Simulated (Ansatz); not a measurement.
# PIr2: the cost of one run

Method: DFT PBEsol, scalar-relativistic, plane waves, PAW, in Ansatz 0.2.0.

3 further runs of the same task are left out: 3 that didn't finish.

## (1) The structure to begin with

It takes space group Fm-3m (No. 225, cubic). The conventional cell has a = 5.535 Å, b = 5.535 Å, c = 5.535 Å, α = 90.00°, β = 90.00°, γ = 90.00°. Around P (site symmetry m-3m) lie 8 Ir at 2.40 Å. Ir (site symmetry -43m) has 4 P at 2.40 Å as nearest neighbours.

Coordinates:

```cif
data_structure
_symmetry_space_group_name_H-M 'P 1'
_symmetry_Int_Tables_number 1
_cell_length_a 3.9138
_cell_length_b 3.9138
_cell_length_c 3.9138
_cell_angle_alpha 60.000
_cell_angle_beta 60.000
_cell_angle_gamma 60.000
_cell_volume 42.39
loop_
_atom_site_label
_atom_site_type_symbol
_atom_site_fract_x
_atom_site_fract_y
_atom_site_fract_z
_atom_site_occupancy
P1 P 0.00000 0.00000 0.00000 1
Ir1 Ir 0.25000 0.25000 0.25000 1
Ir2 Ir 0.75000 0.75000 0.75000 1
```

The structure comes from the Crystallography Open Database.

(A quick probe on a coarse mesh, which set the mesh and smearing, is not shown.)

## (3) The relaxation

input.yaml reads:

```yaml
crystal:
  lattice:
    - [0.0, 2.7675005148, 2.7675005148]
    - [2.7675005148, 0.0, 2.7675005148]
    - [2.7675005148, 2.7675005148, 0.0]
  atoms:
    - { symbol: P, position: [0.0, 0.0, 0.0] }
    - { symbol: Ir, position: [0.25, 0.25, 0.25] }
    - { symbol: Ir, position: [0.75, 0.75, 0.75] }
basis:
  ecutwfc: 420
kpoints:
  mp_grid: { grid: [14, 14, 14] }
hamiltonian:
  xc: pbesol
scf:
  occupations: { method: gaussian, width: 0.1 }
output:
  forces: true
  stress: true
  eigenvalues: true
  write_density: true
  write_potential: true
  elf: true
  volumetric_format: npy
relax:
  adjacent_minimum: "off"
  f_tol: 0.005
  max_steps: 80
  cell: { stress_tol: 0.05 }
```

Launch:

```bash
$ ansatz run input.yaml --threads 4 --pin off --max-ram 10240MiB --backend cpu --events-out ev --progress --plain --runs-dir out
```

Q: Estimate wall time and peak memory on 4 threads of Arm Neoverse V2, shared host.

About 5.5 s, with a peak of 0.41 GiB.
